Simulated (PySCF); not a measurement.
# B(OH)₃: relaxation and vibrations of the singlet

Where does singlet B(OH)₃ go from a trigonal pyramidal start, is the end point a minimum, and what are its modes, charges and moments?

Computed with PySCF 2.14.0. Level: PBE0, basis B def2-TZVP, O def2-TZVP, H def2-TZVP, no relativity, density fitting.

**1. The starting structure**

7 atoms, charge 0, spin multiplicity 1.

Bond lengths: B1–O2 1.480 Å, B1–O3 1.480 Å, B1–O4 1.480 Å, O2–H5 0.960 Å, O3–H6 0.960 Å, O4–H7 0.960 Å. Angles: O2–B1–O3 99.8°, O2–B1–O4 99.8°, O3–B1–O4 99.8°, B1–O2–H5 130.0°, B1–O3–H6 130.0°, B1–O4–H7 130.0°.

```xyz
7
charge 0 multiplicity 1
B     0.0000    0.0000    0.0000
O     1.3068    0.0000    0.6948
O    -0.6534    1.1317    0.6948
O    -0.6534   -1.1317    0.6948
H     1.8516   -0.7354    0.9845
H    -0.2889    1.9712    0.9845
H    -1.5627   -1.2358    0.9845
```

**2. First SCF at the start**

The steps below are one call of a driver around PySCF. For each, scf.py gives the equivalent set-up of the SCF; relaxations use the driver's own optimiser. After this first run the driver tries any further starts and a stability analysis.

File scf.py:

```python
from pyscf import gto, scf, dft
mol = gto.M(atom='''
B      0.000000     0.000000     0.000000
O      1.306800     0.000000     0.694800
O     -0.653400     1.131700     0.694800
O     -0.653400    -1.131700     0.694800
H      1.851600    -0.735400     0.984500
H     -0.288900     1.971200     0.984500
H     -1.562700    -1.235800     0.984500''',
    basis={'B': 'def2-TZVP', 'O': 'def2-TZVP', 'H': 'def2-TZVP'},
    charge=0, spin=0)
mf = dft.RKS(mol, xc='PBE0')
mf.grids.atom_grid = (50, 194)
aux = {'B': 'def2-universal-JKFIT', 'O': 'def2-universal-JKFIT', 'H': 'def2-universal-JKFIT'}
mf = mf.density_fit(auxbasis=aux)
mf.conv_tol = 1e-08
mf.diis_space = 10
mf.max_cycle = 60
mf.init_guess = 'minao'
mf.verbose = 4
mf.kernel()
```

Run with:

```
$ OMP_NUM_THREADS=4 python axn.py task.json out
```

After this run come: Relaxation: trigonal pyramidal start, singlet; Hessian and properties.

Q: Predict the outcome of this session. Wanted: minimum; geometry; wavenumbers; dipole moment; highest occupied, lowest empty level; polar-tensor charge of B1; zero-point energy; atomisation energy.

**Answer**, as computed:

| quantity | value |
| --- | --- |
| minimum | singlet, C3h |
| geometry | B–O 1.366 Å (×3), O–H 0.960 Å (×3); B–O–H 112.2° (×3), O–B–O 120.0° (×3) |
| wavenumbers (cm⁻¹) | 428 (e'), 441 (a''), 534 (e''), 675 (a''), 886 (a'), 1018 (e'), 1019 (a'), 1470 (e'), 3904 (e'), 3905 (a') |
| dipole moment | 0.00 D |
| highest occupied, lowest empty level | -9.32, 0.60 eV |
| polar-tensor charge of B1 | +1.40 e |
| zero-point energy | 129.4 kJ/mol |
| entropy at 298.15 K | 270.3 J/(mol K) |
| atomisation energy (no zero-point energy) | 3030 kJ/mol |

**Reading.** From C3 at the start the molecule goes to a C3h minimum. In the infrared the band at 1470 cm⁻¹ (e') leads. The dipole vanishes although B1 carries +1.4 e by the polar tensor: the bond dipoles cancel. Only this shape and spin were tried, so other structures or states may lie lower.
